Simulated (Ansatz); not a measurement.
# FH₆NOSi₂: a ladder of functionals and wavefunction methods

The task here is to estimate one member of a computed series from the others.

The runs use Ansatz 0.2.0, Gaussian basis; functionals in def2-TZVPP, the program's frozen cores in correlated methods.

The runs, in order: PBE-D4, r2SCAN-D4, PBE0-D4, B3LYP-D4, ωB97X-V, ωB97M-V, B2PLYP; CCSD(T)/def2-TZVPP; MP2/def2-QZVPP; extrapolation to the limit.

**The relaxed structure**

An earlier PBE0-D4 in a triple-zeta def2 set relaxation fixed the geometry.

SMILES `N[SiH](O)[SiH2]F`, 11 atoms, charge 0, spin multiplicity 1.

Atoms are counted from 1 here; the program's logs count them from 0.

Bond lengths: N1–Si2 1.709 Å, N1–H6 1.007 Å, N1–H7 1.007 Å, Si2–O3 1.652 Å, Si2–Si4 2.355 Å, Si2–H8 1.482 Å, O3–H9 0.958 Å, Si4–F5 1.616 Å, Si4–H10 1.487 Å, Si4–H11 1.490 Å. Angles: Si2–N1–H6 121.5°, Si2–N1–H7 122.1°, H6–N1–H7 111.4°, N1–Si2–O3 118.4°, N1–Si2–Si4 105.7°, N1–Si2–H8 105.7°, O3–Si2–Si4 107.6°, O3–Si2–H8 104.5°, Si4–Si2–H8 115.3°, Si2–O3–H9 117.8°, Si2–Si4–F5 107.4°, Si2–Si4–H10 114.3°, Si2–Si4–H11 112.1°, F5–Si4–H10 107.6°, F5–Si4–H11 106.7°, H10–Si4–H11 108.3°.

Set-up of the first run:

The input, in.yaml:

```yaml
crystal:
  periodic: [false, false, false]
  atoms:
    - {symbol: N, position_ang: [-1.449003, 0.964542, -0.539804]}
    - {symbol: Si, position_ang: [-0.119122, -0.072946, -0.816751]}
    - {symbol: O, position_ang: [1.243783, 0.561134, -1.501913]}
    - {symbol: Si, position_ang: [0.477656, -0.924019, 1.296042]}
    - {symbol: F, position_ang: [2.062316, -0.672341, 1.489171]}
    - {symbol: H, position_ang: [-2.044222, 1.269375, -1.293345]}
    - {symbol: H, position_ang: [-1.470843, 1.611430, 0.231331]}
    - {symbol: H, position_ang: [-0.591969, -1.079971, -1.795435]}
    - {symbol: H, position_ang: [1.936210, 0.870568, -0.915884]}
    - {symbol: H, position_ang: [0.229043, -2.380507, 1.461854]}
    - {symbol: H, position_ang: [-0.208448, -0.204165, 2.405534]}
basis:
  gaussian: {orbitals: def2-TZVPP}
hamiltonian: {xc: pbe, dispersion: d4}
output: {forces: true, orbitals: {seedname: orbitals}}
```

Started as:

```console
> ansatz run in.yaml --threads 4 --pin off --events-out ev --progress --plain --max-ram 10444MiB
```

Steps of the session up to this table: PBE-D4 (GGA); r2SCAN-D4 (meta-GGA); PBE0-D4 (hybrid); B3LYP-D4 (hybrid); ωB97X-V (range-separated); ωB97M-V (range-separated); B2PLYP (double hybrid); CCSD(T) in def2-TZVPP; MP2 in def2-QZVPP.

One table of the session follows, with a row left open; its other results are not shown here.

| method | atomisation energy (kcal/mol) |
| --- | --- |
| PBE-D4 | 929.7 |
| r2SCAN-D4 | 921.7 |
| PBE0-D4 | 912.4 |
| B3LYP-D4 | 923.0 |
| ωB97X-V | 930.2 |
| ωB97M-V | 926.7 |
| B2PLYP | ? |
| HF/def2-TZVPP | 660.6 |
| MP2/def2-TZVPP | 912.5 |
| CCSD/def2-TZVPP | 885.6 |
| CCSD(T)/def2-TZVPP | 898.0 |
| MP2/CBS | 943.5 |
| CCSD(T)/CBS | 928.9 |

Q: Estimate the row for B2PLYP from the others.

As computed: atomisation energy (kcal/mol): 913.2. In the column «atomisation energy (kcal/mol)» it lies between MP2/def2-TZVPP (912.5) and r2SCAN-D4 (921.7).

Caveats from the session: Free atoms (1 N, 2 Si, 1 O, 1 F, 6 H) were run apart at each level; the atomisation energy is their sum less the molecule, without zero-point or spin-orbit terms.
